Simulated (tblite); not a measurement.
# SiBrF3 (SMILES F[Si](F)(F)Br): GFN1-xTB

We compute a geometry optimisation of SiBrF3. Input form: a Python script.

The results are computed with tblite 0.8.0.

9 further runs of the same task are left out: 9 set aside as unsound or not needed.

## (1) The molecule

The species is SiBrF3 (5 atoms), meant as a singlet with charge 0. SMILES: `F[Si](F)(F)Br`. Geometry: relaxed at PBE0-D4/def2-TZVP. The run starts from this shape.

Bond lengths: F1–Si2 1.568 Å, Si2–F3 1.567 Å, Si2–F4 1.567 Å, Si2–Br5 2.162 Å. Angles: F1–Si2–F3 108.3°, F1–Si2–F4 108.4°, F1–Si2–Br5 110.6°, F3–Si2–F4 108.4°, F3–Si2–Br5 110.6°, F4–Si2–Br5 110.6°.

## (2) A geometry optimisation at GFN1-xTB

geom.xyz reads:

```xyz
5

F     -0.029000     0.035600     1.596600
Si     0.067100    -0.086300     0.036800
F     -0.416000    -1.518900    -0.376900
F      1.570800     0.066500    -0.378400
Br    -1.143000     1.429400    -0.919600
```

script.py reads:

```python
"""GFN1-xTB geometry optimisation"""
import json
import numpy as np
from tblite.interface import Calculator
from tblite.interface import symbols_to_numbers
from scipy.optimize import minimize

symbols = list(map(str, np.loadtxt("geom.xyz", skiprows=2, usecols=0, dtype=str, ndmin=1)))
numbers = np.array(symbols_to_numbers(symbols))
positions = np.loadtxt("geom.xyz", skiprows=2, usecols=(1, 2, 3), ndmin=2) / 0.5291772

xtb = Calculator("GFN1-xTB", numbers, positions, charge=0, uhf=0)
xtb.set("verbosity", 0)
xtb.set("accuracy", 0.01)
last, frames, energies, grads = [None], [], [], []

def fun(x):
    xtb.update(x.reshape(-1, 3))
    last[0] = xtb.singlepoint(last[0])
    return float(last[0].get('energy')), last[0].get('gradient').ravel()

def show(x):
    e, g = fun(x)
    frames.append(x.reshape(-1, 3).tolist())
    energies.append(e)
    grads.append(g.reshape(-1, 3).tolist())
    print(f"{len(energies) - 1:4d} {e:16.9f} {np.abs(g).max():12.3e} {np.linalg.norm(g):12.3e}")

print("step      energy/Eh       max grad     grad norm")
show(positions.ravel())
opt = minimize(fun, positions.ravel(), jac=True, method="BFGS", callback=show, options={"gtol": 3e-05, "maxiter": 500})
print("converged:", opt.success, "-", opt.message)
fun(opt.x)
wfn = last[0]
final = opt.x.reshape(-1, 3)
print("final geometry (angstrom)")
for s, p in zip(symbols, final * 0.529177210903):
    print(f"{s:<2} {p[0]:12.6f} {p[1]:12.6f} {p[2]:12.6f}")
print(f"total energy: {wfn.get('energy') * 627.5095:.8f} kcal/mol")
eps = np.atleast_2d(wfn.get("orbital-energies")) * 27.211386
occ = np.atleast_2d(wfn.get("orbital-occupations"))
filled = occ.sum(axis=0) if eps.shape[0] == 1 else occ[0]
homo = np.nonzero(filled > 0.5)[0].max()
print(f"HOMO {eps[0, homo]:.4f} eV")
if homo + 1 < eps.shape[1]:
    print(f"LUMO {eps[0, homo + 1]:.4f} eV, gap {eps[0, homo + 1] - eps[0, homo]:.4f} eV")
mu = wfn.get("dipole") * 2.541746
print(f"Dipole moment: {np.linalg.norm(mu):.4f} D, components " + " ".join(f"{c:.4f}" for c in mu))
q = wfn.get("charges")
print("Charges:", " ".join(f"{s}{i + 1}={c:+.4f}" for i, (s, c) in enumerate(zip(symbols, q))))
out = {k: np.asarray(wfn.get(k)).tolist() for k in ("energy", "gradient", "charges", "dipole", "orbital-energies", "orbital-occupations")}
out.update(symbols=symbols, positions=(positions * 0.529177210903).tolist(), final=final.tolist(), frames=frames, step_energies=energies, grads=grads, success=bool(opt.success))
json.dump(out, open("results.json", "w"))
```

Run with:

```console
$ python script.py
```

What values should one expect? Wanted: total energy at the end; dipole moment; HOMO energy; LUMO energy; HOMO–LUMO gap.

Answer, from the run:

Level: GFN1-xTB.

```
               quantity         value
total energy at the end  -21.43531 Eh
          dipole moment        0.32 D
            HOMO energy     -12.92 eV
            LUMO energy      -5.85 eV
          HOMO–LUMO gap       7.07 eV
```

**Reading.** At the final geometry: Bond lengths: F1–Si2 1.575 Å, Si2–F3 1.575 Å, Si2–F4 1.575 Å, Si2–Br5 2.223 Å. Angles: F1–Si2–F3 108.0°, F1–Si2–F4 108.0°, F1–Si2–Br5 110.9°, F3–Si2–F4 108.0°, F3–Si2–Br5 110.9°, F4–Si2–Br5 110.9°. The optimisation took 10 steps and changed the energy by -0.053 eV.
